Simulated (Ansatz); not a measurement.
# AlGeH4F (SMILES [F][AlH][GeH3]): HF/3-21G

What is the vertical electron affinity of AlGeH4F at HF/3-21G? 

Program for the calculation: Ansatz 0.2.0.

47 further runs of the same task are left out: 47 set aside as unsound or not needed.

### Step 1. The system as given

AlGeH4F has 7 atoms, charge 0, and is taken as a singlet. SMILES: `[F][AlH][GeH3]`. The coordinates come from a PBE0-D4/def2-TZVP relaxation.

Bond lengths: F1–Al2 1.652 Å, Al2–Ge3 2.469 Å, Al2–H4 1.581 Å, Ge3–H5 1.542 Å, Ge3–H6 1.538 Å, Ge3–H7 1.540 Å. Angles: F1–Al2–Ge3 116.9°, F1–Al2–H4 116.2°, Ge3–Al2–H4 126.9°, Al2–Ge3–H5 110.5°, Al2–Ge3–H6 112.6°, Al2–Ge3–H7 111.5°, H5–Ge3–H6 107.3°, H5–Ge3–H7 106.7°, H6–Ge3–H7 107.9°.

### Step 2. A single-point energy at HF/3-21G

File job.yaml:

```yaml
crystal:
  periodic: [false, false, false]
  atoms:
    - {symbol: F, position_ang: [-2.002000, -1.487800, 0.716500]}
    - {symbol: Al, position_ang: [-0.491500, -1.327100, 0.066600]}
    - {symbol: Ge, position_ang: [0.428200, 0.960300, -0.065100]}
    - {symbol: H, position_ang: [0.204000, -2.659900, -0.422600]}
    - {symbol: H, position_ang: [0.095700, 1.599200, -1.428000]}
    - {symbol: H, position_ang: [-0.136400, 1.887000, 1.024800]}
    - {symbol: H, position_ang: [1.963300, 0.960200, 0.062300]}
basis:
  gaussian:
    orbitals: 3-21G-spherical.json
hamiltonian:
  xc: hf
accuracy: high
output:
  orbitals: {seedname: orbitals}
```

The basis set 3-21G is read from a file made from the Basis Set Exchange's data (not shown).

Run with:

```sh
$ ansatz run job.yaml --threads 1 --pin off --max-ram 3480MiB --events-out events.jsonl --progress --plain --runs-dir runs
```

What it wrote:

```text
Warning: RAYON_NUM_THREADS=1 ignored (pool sized by the plan → 1); use --threads N
Functional definition: HF
  name "HF"
  exchange = exact_x
  correlation = 0
974 factors; integrals over basis functions are off by at most 4.0e-9 eV
mean field evaluation 1: about -65501.2028 eV, gradient 2.9e1 eV
mean field evaluation 2: about -65501.3780 eV, gradient 2.9e1 eV
mean field evaluation 4: about -65503.1635 eV, gradient 1.5e0 eV
mean field evaluation 8: about -65503.1907 eV, gradient 2.0e-5 eV
mean field -65503.19069001 eV, -2407.1978582005 hartree, gradient 2.1e-8 eV, S^2 0.000000; 0 other end points of the search recorded, 0 dependent functions left out
reference -65503.19069001 eV, -2407.1978582005 hartree; 29, 29 occupied and 23, 23 virtual orbitals, 974 factors
Total energy: -65503.19069001 eV, -2407.1978582005 hartree
```

Run time: 0.64 s. Hardware: 1 thread of Arm Neoverse V1, shared host; peak memory 0.11 GiB.

### Step 3. The doublet anion at the same level

File run.yaml:

```yaml
crystal:
  periodic: [false, false, false]
  atoms:
    - symbol: F
      position_ang: [-2.002000, -1.487800, 0.716500]
    - symbol: Al
      position_ang: [-0.491500, -1.327100, 0.066600]
    - symbol: Ge
      position_ang: [0.428200, 0.960300, -0.065100]
    - symbol: H
      position_ang: [0.204000, -2.659900, -0.422600]
    - symbol: H
      position_ang: [0.095700, 1.599200, -1.428000]
    - symbol: H
      position_ang: [-0.136400, 1.887000, 1.024800]
    - symbol: H
      position_ang: [1.963300, 0.960200, 0.062300]
basis:
  gaussian:
    orbitals: 3-21G-spherical.json
total_charge: -1
magnetization:
  spin_polarized: true
  initial_magnetization: 1
hamiltonian:
  xc: hf
accuracy: high
output:
  orbitals: {seedname: orbitals}
```

The basis set 3-21G is read from a file made from the Basis Set Exchange's data (not shown).

Run with:

```sh
$ ansatz run run.yaml --threads 1 --pin off --max-ram 3480MiB --events-out events.jsonl --progress --plain --runs-dir runs
```

What it wrote:

```text
Warning: RAYON_NUM_THREADS=1 ignored (pool sized by the plan → 1); use --threads N
[... 4 set-up lines as earlier in the session ...]
974 factors; integrals over basis functions are off by at most 4.0e-9 eV
mean field evaluation 1: about -65501.5964 eV, gradient 8.6e0 eV
mean field evaluation 2: about -65501.6111 eV, gradient 8.6e0 eV
mean field evaluation 4: about -65502.5281 eV, gradient 8.0e-1 eV
mean field evaluation 8: about -65502.5480 eV, gradient 1.3e-3 eV
mean field -65502.54800907 eV, -2407.1742401116 hartree, gradient 1.5e-8 eV, S^2 0.763868; 0 other end points of the search recorded, 0 dependent functions left out
reference -65502.54800907 eV, -2407.1742401116 hartree; 30, 29 occupied and 22, 23 virtual orbitals, 974 factors
Total energy: -65502.54800907 eV, -2407.1742401116 hartree
```

Run time: 1.1 s. Hardware: 1 thread of Arm Neoverse V1, shared host; peak memory 0.15 GiB.

### Step 4. Results

Level: HF/3-21G.

| quantity | value |
| --- | --- |
| singlet AlGeH4F: total energy | -2407.19786 Eh |
| singlet AlGeH4F: HOMO energy | -10.34 eV |
| singlet AlGeH4F: LUMO energy | 1.01 eV |
| singlet AlGeH4F: HOMO–LUMO gap | 11.35 eV |
| doublet anion: total energy | -2407.17424 Eh |
| doublet anion: HOMO energy (highest over α and β) | 0.25 eV |
| doublet anion: LUMO energy (lowest over α and β) | 7.30 eV |
| doublet anion: ⟨S²⟩ | 0.764 |
| vertical electron affinity (to the doublet anion) | -0.643 eV |

In words: The anion lies 0.64 eV (14.8 kcal/mol) above the neutral: the electron isn't bound at this level, and such a value depends on the basis. Without diffuse functions anions come out too high. Hartree–Fock misses the correlation that binds many anions. The HOMO (doublet anion) lies at positive energy, 0.25 eV: the electron is unbound at this level or held by a compact basis; values depend on the basis.
